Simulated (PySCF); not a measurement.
# C2H6B2O: the cost of one run

Computed with PySCF 2.14.0, with density-fitted response routines of our own, on a single molecule in the gas phase. Atoms are numbered from 0 throughout.

### 1 Starting geometry

11 atoms, charge 0, multiplicity 1; geometry from: GFN2-xTB. The atoms were then displaced at random by about 0.01 Å, so the start is not that level's minimum.

Bonds of the start (Å): B0–O1 1.31, O1–B2 1.32, B2–C3 1.53, C3–C4 1.37, B0–H5 1.19, B0–H6 1.17, B2–H7 1.17, C3–H8 1.07, C4–H9 1.07, C4–H10 1.09.

### 2 Geometry optimisation at PBE0-D3(BJ)/def2-SVP

The job: settings as JSON, then the geometry in Å.

```
{"job": {"xc": "PBE0", "basis": "def2-SVP", "d3": "d3bj", "grid": 1, "shake": 0.01, "kind": "geom"}, "charge": 0, "multiplicity": 1}
B      2.544290     0.364840    -0.067640
O      1.320090    -0.094480     0.013790
B      0.085990    -0.546310     0.074270
C     -1.030030     0.235430    -0.624530
C     -2.337460    -0.158340    -0.620010
H      2.906940     1.152350     0.745910
H      3.229870     0.060100    -0.967500
H     -0.087950    -1.537410     0.671960
H     -0.818950     1.150810    -1.136050
H     -3.122590     0.398660    -1.093210
H     -2.652090    -1.051490    -0.088010
```

On the command line:

```sh
OMP_NUM_THREADS=1 python probes_run.py task.json out
```

One launch serves the whole session: the jobs run in the order shown.

**Question.** How long does this first job take on 1 thread of Arm Neoverse V1, shared host, and how much memory does it need?

About 19 s, with a peak of 0.4 GiB.
